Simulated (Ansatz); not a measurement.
Runs of Ansatz 0.2.0 on Cu3O2. The structure is tetragonal, space group I4/mmm (No. 139). The conventional cell has a = 4.046 Å, b = 4.046 Å, c = 7.347 Å, α = 90.00°, β = 90.00°, γ = 90.00°. Cu (site symmetry 4/mmm) is surrounded by 4 O at 2.02 Å. Around Cu (site symmetry -4m2) lie 2 O at 1.84 Å. O (site symmetry mmm) has 4 Cu at 1.84 to 2.02 Å as nearest neighbours. The cell comes from a database or a generator and needn't be the stable form of this composition.

```csv
level,cutoff (eV),gap on the mesh (eV),pressure (GPa)
LDA,420,none,-11.8
r2SCAN,500,none,-4.6
BLYP,420,none,6.4
RPBE,420,none,(b)
revPBE,420,none,(a)
PBEsol,420,none,-6.2
PBE,420,none,0.7
```

Alike in all rows: task projected density of states; potentials or basis Ansatz PAW; no spin polarisation; cell as given; k mesh 9 × 9 × 9; smearing fermi-dirac 0.05 eV.

Problem. Fill in the values left out.

Solution. (a) 4.1; (b) 5.4.

Caveats: an odd number of electrons without spin polarisation forces a metal; a magnetic or distorted state may lie lower; the run has no spin polarisation, though such a crystal can be magnetic; semilocal functionals often make such compounds metallic where correlation or magnetic order opens a gap, which also shifts bond lengths; the density of states is complete only up to the lowest level of the last band computed; the PAW data sets come from PBE, with cores solved anew for the run's functional, which leaves a small shift of forces and pressure (some runs).

A gap of «none» marks a metal or a gap under the smearing width.
